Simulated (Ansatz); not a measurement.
# RuBr2: the cost of one run

Computed with Ansatz 0.2.0 (DFT PBEsol, scalar-relativistic, plane waves, PAW, unless a step's input says otherwise).

3 further runs of the same task are left out: 1 that didn't finish, 2 set aside as unsound or not needed.

## Step 1: The starting structure

The structure is trigonal, space group P-3m1 (No. 164). The conventional cell has a = 3.724 Å, b = 3.724 Å, c = 5.800 Å, α = 90.00°, β = 90.00°, γ = 120.00°. Ru (site symmetry -3m) has 6 Br at 2.50 Å as nearest neighbours. Br (site symmetry 3m) has 3 Ru at 2.50 Å as nearest neighbours.

Structure file:

```cif
data_structure
_symmetry_space_group_name_H-M 'P-3m1'
_symmetry_Int_Tables_number 164
_cell_length_a 3.7242
_cell_length_b 3.7242
_cell_length_c 5.7996
_cell_angle_alpha 90.000
_cell_angle_beta 90.000
_cell_angle_gamma 120.000
_cell_volume 69.66
loop_
_atom_site_label
_atom_site_type_symbol
_atom_site_symmetry_multiplicity
_atom_site_Wyckoff_symbol
_atom_site_fract_x
_atom_site_fract_y
_atom_site_fract_z
_atom_site_occupancy
Ru1 Ru 1 a 0.00000 0.00000 0.00000 1
Br1 Br 2 d 0.33333 0.66667 0.22140 1
```

An earlier run at PBEsol left this cell at 23.221 Å³/atom and 0.00 GPa (10×10×6 mesh).

The changes: atom 1 (Ru) moved 0.02 Å along x; strain e3 = +0.01, atoms carried along.

## Step 2: Atom 1 (Ru) moved 0.02 Å along x

Contents of input.yaml:

```yaml
crystal:
  lattice:
    - [3.7242458787, 0.0, 0.0]
    - [-1.8621229394, 3.2252915409, 0.0]
    - [0.0, 0.0, 5.799556787]
  atoms:
    - { symbol: Ru, position: [0.0053702147, 0.0, 0.0] }
    - { symbol: Br, position: [0.3333333333, 0.6666666667, 0.2214045506] }
    - { symbol: Br, position: [0.6666666667, 0.3333333333, 0.7785954494] }
basis:
  ecutwfc: 420
  ecutrho_ratio: 4
kpoints:
  mp_grid: { grid: [10, 10, 6] }
hamiltonian:
  xc: pbesol
scf:
  occupations: { method: gaussian, width: 0.05 }
output:
  forces: true
  stress: true
  eigenvalues: true
  write_density: true
  write_potential: true
  elf: true
  volumetric_format: npy
```

Command:

```console
ansatz run input.yaml --threads 4 --pin off --max-ram 4096MiB --backend cpu --events-out ev --progress --plain --runs-dir out
```

**Question.** How long does this run take on 4 threads of an Arm CPU, shared host, and how much memory does it need?

About 13 s, with a peak of 0.54 GiB.
